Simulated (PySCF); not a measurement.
# Ge2+: from the state search to spectroscopic constants

The task here is to estimate one member of a computed series from the others.

The runs use PySCF 2.14.0; Ge pcseg-1, no relativity.

Set-up of the first run:

Settings of the job:

```yaml
atoms: Ge, Ge
charge: 1
basis: Ge pcseg-1
Hamiltonian: no relativity
basis_functions: 54
electrons_treated: 63
masses_in_u: 73.9212, 73.9212
levels: PBE0, PBE, r²SCAN, BP86, M06-L, PBEsol, LC-ωPBE, HF, MP2, SCS-MP2, CCSD, CCSD(T)
grid: 80 radial by 434 angular points
occupations: held fixed by the projection of orbital angular momentum
dissociation_limit: Ge+ + Ge, each in its ground configuration
starting_distance_in_angstrom: 2.420
values_of_2S_to_try: 1, 3
```

The run is started by

```sh
$ OMP_NUM_THREADS=1 python dia.py task.json out
```

Among the steps run: Set-up; The PBE0 curve of the state that the search chose; Higher solutions at PBE0; PBE (GGA); r²SCAN; BP86 (GGA); M06-L; PBEsol; LC-ωPBE; UHF; Correlated methods on the Hartree–Fock reference.

One table of the session follows, with a row left open; its other results are not shown here.

It belongs to the step «The curves together». Energy (eV) from each level's lowest point:

| R (Å) | UHF | UHF-MP2 | UHF-SCS-MP2 | UHF-CCSD | UHF-CCSD(T) |
| --- | --- | --- | --- | --- | --- |
| 2.088 | 0.827 | 0.898 | 0.842 | n/a | n/a |
| 2.185 | 0.350 | 0.399 | 0.355 | 0.446 | 0.462 |
| 2.282 | 0.097 | 0.126 | 0.097 | 0.154 | 0.165 |
| 2.355 | 0.014 | 0.029 | 0.013 | 0.043 | 0.048 |
| 2.428 | 0.000 | 0.000 | 0.000 | 0.000 | 0.000 |
| 2.501 | 0.038 | 0.023 | 0.040 | 0.008 | 0.003 |
| 2.598 | 0.149 | 0.111 | 0.153 | 0.078 | 0.063 |
| 2.719 | ? | ? | ? | ? | ? |
| 2.865 | 0.653 | 0.531 | 0.659 | 0.452 | 0.405 |
| 3.059 | 1.092 | 0.884 | 1.088 | n/a | n/a |

Estimate the missing values for R (Å) = 2.719.

Worked estimate for «UHF». A straight line through the neighbours (2.598, 0.149) and (2.865, 0.653) gives 0.149 + (0.653 − 0.149) × (2.719 − 2.598) / (2.865 − 2.598) = 0.377; a parabola fitted to 4 rows on both sides gives 0.361.

**Answer.** UHF: 0.353; UHF-MP2: 0.282; UHF-SCS-MP2: 0.359; UHF-CCSD: 0.226; UHF-CCSD(T): 0.198. In «UHF» the line misses by +0.024 and the parabola by +0.008.
